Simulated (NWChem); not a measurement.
# the pair BH2SCl···PH3: a chain of runs

Aim: a single-point energy (singlet BPH5SCl, MP2/6-31G*), then the energy (singlet BH2SCl, MP2/6-31G*), then a single-point energy (singlet PH3, MP2/6-31G*), then a single-point energy (singlet BH2SCl, MP2/6-31G*), then a single-point energy (singlet PH3, MP2/6-31G*) of BClH5PS and its partners. 

The results are computed with NWChem 7.3.0.

## (1) The system as given

BPH5SCl has 9 atoms, charge 0, and is taken as a singlet. The two molecules were placed rigidly side by side, at 1.1 times their contact distance; the pair isn't optimised.

Bond lengths: S1–B2 1.779 Å, B2–Cl3 1.745 Å, S1–H4 1.343 Å, B2–H5 1.189 Å, P6–H7 1.420 Å, P6–H8 1.420 Å, P6–H9 1.420 Å. Angles: S1–B2–Cl3 118.6°, S1–B2–H5 122.1°, Cl3–B2–H5 119.3°, B2–S1–H4 96.0°, H7–P6–H8 93.1°, H7–P6–H9 93.1°, H8–P6–H9 93.1°.

## (2) A single-point energy at MP2/6-31G(d) (spherical functions) (run 1)

a.nw

```
echo
start a
title "BClH5PS"
memory total 2200 mb
geometry units angstroms noautosym nocenter noautoz
  S    -1.304480    0.005980   -0.315240
  B     0.392920   -0.203020    0.172960
  Cl    0.878720   -1.724120    0.877160
  H    -1.167580    1.262980   -0.768840
  H     1.200420    0.658180    0.033960
  P     5.312570   -1.462580    1.971750
  H     5.786370   -2.792970    2.117890
  H     4.128450   -1.875700    1.306200
  H     4.688250   -1.462900    3.246850
end
basis spherical bse
  * library 6-31G*
end
scf
  thresh 1e-08
  maxiter 80
  print low
end
mp2
  freeze core 16
  tight
end
task mp2 energy
```

Launch:

```
nwchem a.nw > a.out
```

What it wrote (excerpt; [...] marks lines left out):

```text
[...]
  functions       =    78
[...]
  wavefunction    = RHF
[...]
         Total SCF energy =  -1225.347476174732
      One-electron energy =  -2097.231254792863
      Two-electron energy =    668.899986068079
 Nuclear repulsion energy =    202.983792550052
        Time for solution =     22.0s
[...]
          Total MP2 energy         -1225.776657414231
[...]
```

Run time: 26 s. Hardware: 1 thread of Intel Xeon Platinum 8259CL at 2.50GHz (Skylake/Cascade Lake), shared host; peak memory 0.17 GiB.

## (3) BH2SCl: a single-point energy at MP2/6-31G(d) (spherical functions) (run 2)

input.nw

```
START input
memory total 2200 mb

GEOMETRY noautosym nocenter noautoz
 S    -1.304480    0.005980   -0.315240
 B     0.392920   -0.203020    0.172960
 Cl    0.878720   -1.724120    0.877160
 H    -1.167580    1.262980   -0.768840
 H     1.200420    0.658180    0.033960
END

BASIS spherical bse
 * library 6-31G*
END

SCF
 thresh 1e-08
 maxiter 80
 print low
END

MP2
 freeze core 11
 tight
END

TASK mp2 energy
```

Launch:

```
nwchem input.nw > input.out
```

What it wrote (excerpt; [...] marks lines left out):

```text
[...]
  functions       =    54
[...]
  wavefunction    = RHF
[...]
         Total SCF energy =   -882.901763790886
      One-electron energy =  -1450.013279685602
      Two-electron energy =    451.132076022154
 Nuclear repulsion energy =    115.979439872563
        Time for solution =      9.0s
[...]
          Total MP2 energy          -883.226793520389
[...]
```

Run time: 12 s. Hardware: 1 thread of Intel Xeon Platinum 8259CL at 2.50GHz (Skylake/Cascade Lake), shared host; peak memory 0.11 GiB.

## (4) PH3: the energy at MP2/6-31G(d) (spherical functions) (run 3)

h3p.nw

```
start h3p
title "H3P energy"
memory 2200 mb
charge 0

geometry units bohr noautosym nocenter noautoz
P     10.03930232    -2.76387564     3.72606749
H     10.93465456    -5.27794837     4.00223206
H      7.80163982    -3.54455929     2.46836026
H      8.85950850    -2.76448035     6.13565727
end

basis spherical bse
* library 6-31G*
end

scf
thresh 1e-08
maxiter 80
noprint "final vectors analysis"
end

mp2
freeze core 5
tight
end

task mp2 energy
```

Launch:

```
nwchem h3p.nw > h3p.out
```

What it wrote (excerpt; [...] marks lines left out):

```text
[...]
  functions       =    24
[...]
  wavefunction    = RHF
[...]
         Total SCF energy =   -342.445831128239
      One-electron energy =   -508.290746482441
      Two-electron energy =    148.302327896163
 Nuclear repulsion energy =     17.542587458040
        Time for solution =      1.8s
[...]
          Total MP2 energy          -342.549223855003
[...]
```

It took 2.9 s on 1 thread of Intel Xeon Platinum 8259CL at 2.50GHz (Skylake/Cascade Lake), shared host; peak memory 0.098 GiB.

## (5) BH2SCl among ghost functions: a single-point energy at MP2/6-31G(d) (spherical functions, with ghost functions) (run 4)

test.nw

```
start test
title "BClH2S mp2"
memory 2200 mb
geometry units au noautosym nocenter noautoz
  S   -2.46510994   0.01130056  -0.59571726
  B    0.74251119  -0.38365220   0.32684703
  Cl   1.66054014  -3.25811461   1.65759217
  H   -2.20640643   2.38668630  -1.45289703
  H    2.26846503   1.24377994   0.06417510
  bqP     10.039302    -2.763876     3.726067
  bqH     10.934655    -5.277948     4.002232
  bqH      7.801640    -3.544559     2.468360
  bqH      8.859509    -2.764480     6.135657
end
basis spherical bse
  S library 6-31G*
  B library 6-31G*
  Cl library 6-31G*
  H library 6-31G*
  bqP library P 6-31G*
  bqH library H 6-31G*
end
scf
  thresh 1e-08
  maxiter 80
  print low
end
mp2
  freeze core 11
  tight
end
task mp2 energy
```

Launch:

```
nwchem test.nw > test.out
```

What it wrote (excerpt; [...] marks lines left out):

```text
[...]
  functions       =    78
[...]
  wavefunction    = RHF
[...]
         Total SCF energy =   -882.901853014435
      One-electron energy =  -1450.006397153035
      Two-electron energy =    451.125112705623
 Nuclear repulsion energy =    115.979431432977
        Time for solution =     16.1s
[...]
          Total MP2 energy          -883.227009831009
[...]
```

Wall time 21 s (1 thread of Intel Xeon Platinum 8259CL at 2.50GHz (Skylake/Cascade Lake), shared host); peak memory 0.15 GiB.

## (6) PH3 among ghost functions: the energy at MP2/6-31G(d) (spherical functions, with ghost functions) (run 5)

work.nw

```
START work
memory 2200 mb
charge 0

GEOMETRY units angstrom noautosym nocenter noautoz
  P     5.312570   -1.462580    1.971750
  H     5.786370   -2.792970    2.117890
  H     4.128450   -1.875700    1.306200
  H     4.688250   -1.462900    3.246850
  bqS     -1.304480     0.005980    -0.315240
  bqB      0.392920    -0.203020     0.172960
  bqCl     0.878720    -1.724120     0.877160
  bqH     -1.167580     1.262980    -0.768840
  bqH      1.200420     0.658180     0.033960
END

BASIS spherical bse
  P library 6-31G*
  H library 6-31G*
  bqS library S 6-31G*
  bqB library B 6-31G*
  bqCl library Cl 6-31G*
  bqH library H 6-31G*
END

SCF
  thresh 1e-08
  maxiter 80
  print low
END

MP2
  freeze core 5
  tight
END

TASK mp2
```

Launch:

```
nwchem work.nw > work.out
```

What it wrote (excerpt; [...] marks lines left out):

```text
[...]
  functions       =    78
[...]
  wavefunction    = RHF
[...]
         Total SCF energy =   -342.445885999663
      One-electron energy =   -508.288917199478
      Two-electron energy =    148.300442487089
 Nuclear repulsion energy =     17.542588712726
        Time for solution =      9.7s
[...]
          Total MP2 energy          -342.549322931902
[...]
```

It took 14 s on 1 thread of Intel Xeon Platinum 8259CL at 2.50GHz (Skylake/Cascade Lake), shared host; peak memory 0.13 GiB.

## (7) Summary of results

| quantity | value |
| --- | --- |
| run 1, MP2/6-31G*: total energy | -1225.77666 Eh |
| run 1, MP2/6-31G*: correlation energy (16 core orbitals frozen) | -429.2 mEh |
| BH2SCl: total energy | -883.22679 Eh |
| BH2SCl: correlation energy (11 core orbitals frozen) | -325.0 mEh |
| PH3: total energy | -342.54922 Eh |
| PH3: correlation energy (5 core orbitals frozen) | -103.4 mEh |
| BH2SCl among ghost functions: total energy | -883.22701 Eh |
| BH2SCl among ghost functions: correlation energy (11 core orbitals frozen) | -325.2 mEh |
| PH3 among ghost functions: total energy | -342.54932 Eh |
| PH3 among ghost functions: correlation energy (5 core orbitals frozen) | -103.4 mEh |
| interaction energy of the rigid parts BH2SCl and PH3 (parts in their own basis; closest atoms 3.28 Å apart) | -0.017 eV |
| interaction energy of the rigid parts BH2SCl and PH3 (parts in the whole basis, counterpoise; closest atoms 3.28 Å apart) | -0.009 eV |

The interaction energy of the rigid parts BH2SCl and PH3 (parts in their own basis; closest atoms 3.28 Å apart) is −0.02 eV (−0.4 kcal/mol). Without counterpoise this holds the superposition error of the basis. The interaction energy of the rigid parts BH2SCl and PH3 (parts in the whole basis, counterpoise; closest atoms 3.28 Å apart) is −0.01 eV (−0.2 kcal/mol). The basis-set superposition error is 0.8 kJ/mol.
